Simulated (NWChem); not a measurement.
# triplet CH2Se: levels of theory compared

We compute a comparison of 5 runs (UHF/STO-3G, UHF/3-21G, UB3LYP/6-31G*, UM06-2X/def2-TZVPP) of triplet CH2Se. 

Program for the calculation: NWChem 7.3.0.

9 further runs of the same task are left out: 9 set aside as unsound or not needed. Runs told in other sessions of the task aren't counted.

### Step 1. The molecule

The species is CH2Se (4 atoms), meant as a triplet with charge 0. As SMILES of the parent species, `C=[Se]`. The coordinates come from a PBE0-D4/def2-TZVP relaxation. That shape belongs to the parent species and isn't relaxed for this state.

Bond lengths: C1–Se2 1.741 Å, C1–H3 1.087 Å, C1–H4 1.087 Å. Angles: Se2–C1–H3 121.8°, Se2–C1–H4 121.8°, H3–C1–H4 116.4°.

### Step 2. A single-point energy at UHF/STO-3G (run 1)

File mol.nw:

```
echo
START mol
TITLE "CH2Se energy"
memory stack 880 mb heap 220 mb global 1100 mb

GEOMETRY noautosym nocenter noautoz
C       -0.129440      -0.027430      -0.068180
Se       1.384110       0.293380       0.729180
H       -0.586530      -1.013730      -0.053570
H       -0.668140       0.747780      -0.607410
END

BASIS spherical bse
C library STO-3G
Se library STO-3G
H library STO-3G
END

SCF
triplet
uhf
thresh 1e-08
maxiter 80
print medium
END

TASK scf energy
```

On the command line:

```bash
$ nwchem mol.nw > mol.out
```

Output:

```text
[...]
  functions       =    25
[...]
  wavefunction    = UHF
[...]
         Total SCF energy =  -2412.039708682471
      One electron energy =  -3541.321739537966
      Two electron energy =   1046.686974139053
 Nuclear repulsion energy =     82.595056716442
                       Sz =      1.0000
                 Sz(Sz+1) =      2.0000
                      S^2 =      2.0103
[...]
```

It took 3.9 s on 1 thread of Intel Xeon Platinum 8259CL at 2.50GHz (Skylake/Cascade Lake), shared host; peak memory 0.099 GiB.

### Step 3. A single-point energy at UHF/3-21G (run 2)

File mymol.nw:

```
echo
start mymol
memory total 2200 mb
geometry units angstrom noautosym nocenter noautoz
C       -0.129440      -0.027430      -0.068180
Se       1.384110       0.293380       0.729180
H       -0.586530      -1.013730      -0.053570
H       -0.668140       0.747780      -0.607410
end
basis spherical bse
* library 3-21G
end
scf
triplet
uhf
thresh 1e-08
maxiter 80
end
task scf energy
```

On the command line:

```bash
$ nwchem mymol.nw > mymol.out
```

Output:

```text
[...]
  functions       =    35
[...]
  wavefunction    = UHF
[...]
         Total SCF energy =  -2427.225489034015
      One electron energy =  -3547.328374543546
      Two electron energy =   1037.507828793090
 Nuclear repulsion energy =     82.595056716442
                       Sz =      1.0000
                 Sz(Sz+1) =      2.0000
                      S^2 =      2.0119
[...]
```

It took 5.7 s on 1 thread of Intel Xeon Platinum 8259CL at 2.50GHz (Skylake/Cascade Lake), shared host; peak memory 0.098 GiB.

Runs 3 to 4 aren't shown in full; the table further down has their settings and results.

### Step 4. A single-point energy at UM06-2X/def2-TZVPP (run 5)

File run.py:

```python
from ase import Atoms
from ase.calculators.nwchem import NWChem

system = Atoms(['C', 'Se', 'H', 'H'], positions=[
    [-0.129440, -0.027430, -0.068180],
    [1.384110, 0.293380, 0.729180],
    [-0.586530, -1.013730, -0.053570],
    [-0.668140, 0.747780, -0.607410],
])

calc = NWChem(
    label='ch2se',
    theory='dft',
    memory='2200 mb',
    basis='def2-TZVPP',
    basispar='spherical bse',
    dft={'xc': 'm06-2x', 'mult': '3', 'grid': 'fine', 'convergence': 'energy 1e-08', 'iterations': '100', 'mulliken': None},
    task='energy',
)
system.calc = calc

e = system.get_potential_energy()
print(f"E = {e:.6f} eV")
```

On the command line:

```bash
$ export ASE_NWCHEM_COMMAND="nwchem PREFIX.nwi > PREFIX.nwo"
$ python run.py
```

Output:

```text
E = -66417.069946 eV
```

The calculator wrote ch2se.nwi:

```
title "ch2se"

permanent_dir ch2se

scratch_dir ch2se

start ch2se

geometry units angstrom nocenter noautosym noautoz
  C  -1.2944000000000000e-01 -2.7430000000000000e-02 -6.8180000000000004e-02
  Se 1.3841100000000000e+00 2.9337999999999997e-01 7.2918000000000005e-01
  H  -5.8653000000000000e-01 -1.0137300000000000e+00 -5.3570000000000000e-02
  H  -6.6813999999999996e-01 7.4778000000000000e-01 -6.0741000000000001e-01
end

memory 2200 mb

basis spherical bse noprint
   * library def2-TZVPP
end

dft
  xc m06-2x
  mult 3
  grid fine
  convergence energy 1e-08
  iterations 100
  mulliken
end

task dft energy
```

ch2se.nwo:

```text
Northwest Computational Chemistry Package (NWChem) 7.3.0
             --------------------------------------------------------

           Job information
           ---------------

    nwchem branch   = 7.3.0
    use scalapack   = T
    input           = ch2se.nwi
    prefix          = ch2se.
    data base       = ch2se/ch2se.db
    status          = startup
    nproc           =        1

           Memory information
           ------------------

    heap     =     72089600 doubles =      550.0 Mbytes
    stack    =     72089597 doubles =      550.0 Mbytes
    global   =    144179200 doubles =     1100.0 Mbytes (distinct from heap & stack)
    total    =    288358397 doubles =     2200.0 Mbytes
    verify   = yes
    hardfail = no

           Directory information
           ---------------------

  0 permanent = ch2se
  0 scratch   = ch2se

                                NWChem Input Module
                                -------------------

                                       ch2se
                                       -----

[... 24 lines left out ...]
            Nuclear Dipole moment (a.u.)
[... 55 lines left out ...]
  convergence criterion.
[... 16 lines left out ...]
          Convergence on density requested:  1.00D-05
[... 21 lines left out ...]
          Spatial weights used:  Erf1
[... 3 lines left out ...]
          Convergence aids based upon iterative change in
[... 80 lines left out ...]
         Total DFT energy =    -2440.782321293540
[... 1 line left out ...]
           Coulomb energy =     1129.937000171162
[... 1 line left out ...]
 Nuclear repulsion energy =       82.595056716442
[... 777 lines left out ...]
                     DFT Final Beta Molecular Orbital Analysis
[... 851 lines left out ...]
   alpha     91     92     93     94     95     96     97     98     99    100
    beta     91     92     93     94     95     96     97     99     98    100
 overlap   0.998  0.998  1.000  0.999  1.000  0.999  0.999  1.000  0.999  0.999

   alpha    101    102    103    104    105    106    107
    beta    101    102    103    104    105    106    107
 overlap   1.000  0.999  0.992  0.992  0.999  1.000  1.000

     --------------------------
     Expectation value of S2:
     --------------------------
      <S2> =      2.0089 (Exact =     2.0000)

 center of mass
 --------------
 x =   2.16382710 y =   0.45865256 z =   1.13995541

 moments of inertia (a.u.)
 ------------------
          41.066173515331         -22.701742498714         -57.148318049274
         -22.701742498714         138.952103573684         -10.340333165929
         -57.148318049274         -10.340333165929         118.786743178717

     Multipole analysis of the density
     ---------------------------------

     L   x y z        total         alpha         beta         nuclear
     -   - - -        -----         -----         ----         -------
     0   0 0 0     -0.000000    -22.000000    -20.000000     42.000000

     1   1 0 0     -0.101773    -44.141548    -41.051619     85.091394
[... 8 lines of this table left out ...]
     2   0 0 2    -19.809832    -45.900325    -39.894297     65.984790

 Task  times  cpu:       84.1s     wall:       84.1s
 Total times  cpu:       84.2s     wall:       84.2s
```

Wall time 87 s (1 thread of Intel Xeon Platinum 8259CL at 2.50GHz (Skylake/Cascade Lake), shared host); peak memory 0.12 GiB.

### Step 5. Overview of the runs

| run | level | iteration cap | module | energy (Eh) | dipole moment (D) | HOMO energy (eV) | LUMO energy (eV) | wall time |
| --- | --- | --- | --- | --- | --- | --- | --- | --- |
| 1 | UHF/STO-3G | 80 | scf | -2412.039709 | 0.67 | -6.06 | 3.52 | 3.9 s |
| 2 | UHF/3-21G | 80 | scf | -2427.225489 | 0.66 | -7.96 | 0.34 | 5.7 s |
| 3 | UB3LYP/6-31G* (spherical functions) | 100 | dft | -2440.496145 | 0.57 | -4.56 | -4.45 | 30 s |
| 4 | UB3LYP/6-31G* (Cartesian functions) | 100 | dft | -2440.504637 | 0.56 | -4.56 | -4.45 | 34 s |
| 5 | UM06-2X/def2-TZVPP | 100 | dft | -2440.782321 | 0.30 | -6.06 | -3.05 | 87 s |

### Step 6. Results

| quantity | value |
| --- | --- |
| run 5: total energy | -2440.78232 Eh |
| run 5: dipole moment | 0.30 D |
| run 5: HOMO energy (highest over α and β) | -6.06 eV |
| run 5: LUMO energy (lowest over α and β) | -3.05 eV |
| run 5: ⟨S²⟩ | 2.009 |

In words: The dipole moment (its size) runs from 0.30 D (UM06-2X/def2-TZVPP) to 0.67 D (UHF/STO-3G). The two ends differ in method and basis. Totals of different functionals can't be ranked against each other. In run 1 the basis is minimal, so the values are rough. All runs together took 2.7 min, the longest 87 s.
